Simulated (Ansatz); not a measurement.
# BaTiO3: properties at the relaxed cell

An exercise on one series of results from a longer session: the logs are not shown, and one member is left open.

Computed with Ansatz 0.2.0 (DFT r2SCAN, scalar-relativistic, plane waves, PAW, unless a step's input says otherwise).

1 further run of the same task is left out (set aside as unsound or not needed).

**The structure to begin with**

It takes space group Pm-3m (No. 221, cubic). The conventional cell has a = 3.994 Å, b = 3.994 Å, c = 3.994 Å, α = 90.00°, β = 90.00°, γ = 90.00°. Ba (site symmetry m-3m) is surrounded by 12 O at 2.82 Å. Ti (site symmetry m-3m) has 6 O at 2.00 Å as nearest neighbours. O (site symmetry 4/mmm) is surrounded by 2 Ti at 2.00 Å and 4 Ba at 2.82 Å.

As a file:

```
CELL_PARAMETERS angstrom
3.99403 0.00000 0.00000
0.00000 3.99403 0.00000
0.00000 0.00000 3.99403
ATOMIC_POSITIONS crystal
Ba 0.50000 0.50000 0.50000
Ti 0.00000 0.00000 0.00000
O 0.50000 0.00000 0.00000
O 0.00000 0.50000 0.00000
O 0.00000 0.00000 0.50000
```

It is the result of an earlier relaxation at this level (volume 12.74 Å³/atom; gap on the mesh: 2.17 eV).

The first run:

input.yaml reads:

```yaml
crystal:
  lattice:
    - [3.9536876604, 0.0, 0.0]
    - [0.0, 3.9536876604, 0.0]
    - [0.0, 0.0, 3.9536876604]
  atoms:
    - { symbol: Ba, position: [0.5, 0.5, 0.5] }
    - { symbol: Ti, position: [0.0, 0.0, 0.0] }
    - { symbol: O, position: [0.5, 0.0, 0.0] }
    - { symbol: O, position: [0.0, 0.5, 0.0] }
    - { symbol: O, position: [0.0, 0.0, 0.5] }
basis:
  ecutwfc: 500
kpoints:
  mp_grid: { grid: [8, 8, 8] }
hamiltonian:
  xc: r2scan
scf:
  occupations: { method: gaussian, width: 0.02 }
output:
  forces: true
  stress: true
  eigenvalues: true
  write_density: true
  write_potential: true
  elf: true
  volumetric_format: npy
```

On the command line:

```
$ ansatz run input.yaml --threads 1 --pin off --max-ram 2560MiB --backend cpu --events-out ev --progress --plain --runs-dir out
```

Among the steps run: Volume × 0.97; Volume × 1.03; Point at V/V0 = 0.94; Point at V/V0 = 1.06; Volume × 0.91; The cell scaled to 1.10 of its volume; The cell scaled to 0.88 of its volume.

One of the session's tables, all rows but one given; the rest of the session is left out.

It belongs to the step «Fit of the equation of state». 

| volume (Å³/atom) | energy above the lowest point (meV/atom) | pressure (GPa) | gap on the mesh (eV) |
| --- | --- | --- | --- |
| 11.214 | 130.5 | 30.71 | 2.42 |
| 11.596 | ? | ? | ? |
| 11.978 | 29.0 | 12.84 | 2.33 |
| 12.361 | 6.8 | 5.89 | 2.25 |
| 12.743 | 0.0 | 0.00 | 2.17 |
| 13.125 | 6.1 | -5.00 | 2.10 |
| 13.507 | 23.3 | -9.25 | 2.03 |
| 14.017 | 60.4 | -13.92 | 1.93 |

**Question.** Estimate the row for volume (Å³/atom) = 11.596.

Worked estimate for «energy above the lowest point (meV/atom)». A straight line through the neighbours (11.214, 130.5) and (11.978, 29.0) gives 130.5 + (29.0 − 130.5) × (11.596 − 11.214) / (11.978 − 11.214) = 79.8; a parabola fitted to 3 rows on both sides gives 70.2.

As computed: energy above the lowest point (meV/atom): 69.1; pressure (GPa): 21.03; gap on the mesh (eV): 2.39. In «energy above the lowest point (meV/atom)» the line misses by +10.7 and the parabola by +1.1.
